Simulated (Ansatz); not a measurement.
# AsH3OSe (SMILES [AsH2]O[SeH]): functionals against CCSD(T) at one geometry

One table from this session's results is given with a row withheld; the runs are named, their logs left out.

Method: single points in def2-TZVPP; program: Ansatz 0.2.0, Gaussian basis.

Cores are frozen in the correlated methods. Filled d shells of the heavier atoms are correlated. B3LYP uses VWN-RPA correlation.

## The starting structure

SMILES `[AsH2]O[SeH]`, 6 atoms, charge 0, spin multiplicity 1.

Atoms are counted from 1 here; the program's logs count them from 0.

Bond lengths: As1–O2 1.879 Å, As1–H4 1.597 Å, As1–H5 1.433 Å, O2–Se3 1.750 Å, Se3–H6 1.741 Å. Angles: O2–As1–H4 96.5°, O2–As1–H5 91.3°, H4–As1–H5 94.4°, As1–O2–Se3 119.1°, O2–Se3–H6 100.4°.

Geometry (Å):

```xyz
6
AsH3OSe
As   -0.41760    0.14700   -1.33340
O     0.13430   -0.89930    0.12710
Se    1.70990   -0.61340    0.83260
H    -1.78900   -0.62530   -1.60280
H    -1.00870    1.11640   -0.45860
H     1.28690    0.49040    2.11050
```

Set-up of the first run:

Input file run/in.yaml:

```yaml
crystal:
  periodic: [false, false, false]
  atoms:
    - {symbol: As, position_ang: [-0.417600, 0.147000, -1.333400]}
    - {symbol: O, position_ang: [0.134300, -0.899300, 0.127100]}
    - {symbol: Se, position_ang: [1.709900, -0.613400, 0.832600]}
    - {symbol: H, position_ang: [-1.789000, -0.625300, -1.602800]}
    - {symbol: H, position_ang: [-1.008700, 1.116400, -0.458600]}
    - {symbol: H, position_ang: [1.286900, 0.490400, 2.110500]}
basis:
  gaussian: {orbitals: def2-TZVPP}
correlation: {method: ccsd_t}
output: {forces: true}
```

No record of the launch command was kept for these runs.

Steps of the session up to this table: CCSD(T)/def2-TZVPP; PBE0-D4/def2-TZVPP; wB97M-V/def2-TZVPP; r2SCAN-D4/def2-TZVPP; PBE-D4/def2-TZVPP; SPW92/def2-TZVPP; B3LYP-D4/def2-TZVPP.

One of the session's tables, all rows but one given; the rest of the session is left out.

| method | RMS force component (eV/Å) | angle to CCSD(T) forces (°) | dipole (D) |
| --- | --- | --- | --- |
| CCSD(T) | 1.286 | reference | 1.59 |
| PBE0-D4 | 1.277 | 5.8 | 1.57 |
| wB97M-V | ? | ? | ? |
| r2SCAN-D4 | 1.250 | 5.5 | 1.50 |
| PBE-D4 | 1.255 | 14.3 | 1.41 |
| SPW92 | 1.193 | 10.4 | 1.47 |
| B3LYP-D4 | 1.263 | 6.1 | 1.55 |

**Question.** Estimate the row for wB97M-V.

As computed: RMS force component (eV/Å): 1.314; angle to CCSD(T) forces (°): 3.8; dipole (D): 1.65. In the column «RMS force component (eV/Å)» it is the highest.
